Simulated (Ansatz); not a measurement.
# C₂H₈AlNSi: basis-set convergence

Aim: see how fast density functionals converge with the basis set for C₂H₈AlNSi.

Program: Ansatz 0.2.0, Gaussian basis. Level of theory: one geometry, several basis sets. These are calculated values, not measurements.

Levels to be run: PBE0-D4/def2-SVP; ωB97M-V/def2-SVP; PBE0-D4/def2-QZVPP; ωB97M-V/def2-QZVPP; the functionals' def2-TZVPP values are taken from earlier runs.

### Step 1. The geometry

An earlier PBE0-D4 in a triple-zeta def2 set relaxation fixed the geometry.

SMILES `C=N[CH]([AlH2])[SiH3]`, 13 atoms, charge 0, spin multiplicity 1.

Atoms are counted from 1 here; the program's logs count them from 0.

Bond lengths: C1–N2 1.262 Å, C1–H6 1.088 Å, C1–H7 1.099 Å, N2–C3 1.430 Å, C3–Al4 1.976 Å, C3–Si5 1.885 Å, C3–H8 1.108 Å, Al4–H9 1.587 Å, Al4–H10 1.581 Å, Si5–H11 1.492 Å, Si5–H12 1.488 Å, Si5–H13 1.486 Å. Angles: N2–C1–H6 119.2°, N2–C1–H7 123.0°, H6–C1–H7 117.8°, C1–N2–C3 120.3°, N2–C3–Al4 110.1°, N2–C3–Si5 108.6°, N2–C3–H8 114.4°, Al4–C3–Si5 105.3°, Al4–C3–H8 109.8°, Si5–C3–H8 108.3°, C3–Al4–H9 117.2°, C3–Al4–H10 120.7°, H9–Al4–H10 122.1°, C3–Si5–H11 109.9°, C3–Si5–H12 108.9°, C3–Si5–H13 111.7°, H11–Si5–H12 108.0°, H11–Si5–H13 108.6° and more.

### Step 2. PBE0-D4 in def2-SVP

Contents of in.yaml:

```yaml
crystal:
  periodic: [false, false, false]
  atoms:
    - {symbol: C, position_ang: [-1.991609, 0.676231, 0.982139]}
    - {symbol: N, position_ang: [-0.775153, 0.341675, 0.966361]}
    - {symbol: C, position_ang: [-0.160674, -0.085650, -0.252289]}
    - {symbol: Al, position_ang: [0.495539, -1.939884, -0.066688]}
    - {symbol: Si, position_ang: [1.380539, 0.959262, -0.547551]}
    - {symbol: H, position_ang: [-2.442936, 0.994549, 1.919616]}
    - {symbol: H, position_ang: [-2.628294, 0.662085, 0.086510]}
    - {symbol: H, position_ang: [-0.810461, -0.006175, -1.145757]}
    - {symbol: H, position_ang: [1.152124, -2.608964, -1.347777]}
    - {symbol: H, position_ang: [0.367957, -2.706030, 1.310445]}
    - {symbol: H, position_ang: [2.445354, 0.579682, 0.425844]}
    - {symbol: H, position_ang: [1.891376, 0.688379, -1.918471]}
    - {symbol: H, position_ang: [1.096938, 2.410339, -0.397679]}
basis:
  gaussian: {orbitals: def2-SVP}
hamiltonian: {xc: pbe0, dispersion: d4}
output: {orbitals: {seedname: orbitals}}
```

Run with:

```sh
$ ansatz run in.yaml --threads 4 --pin off --events-out ev --progress --plain --max-ram 10444MiB
```

The runs that follow: ωB97M-V in def2-SVP; PBE0-D4 in def2-QZVPP; ωB97M-V in def2-QZVPP.

Before running them: what should the planned runs give, taken together? Wanted: PBE0-D4: double and triple zeta above quadruple; ωB97M-V: double and triple zeta above quadruple.

As calculated:

```
                                       quantity          value
PBE0-D4: double and triple zeta above quadruple  9.80, 0.68 eV
ωB97M-V: double and triple zeta above quadruple  9.99, 0.65 eV
```

What this shows: PBE0-D4 gains 9.12 eV from double to triple zeta, then 0.68 eV more. These are total energies; as a rule much of such shifts cancels in differences, which this series doesn't test.
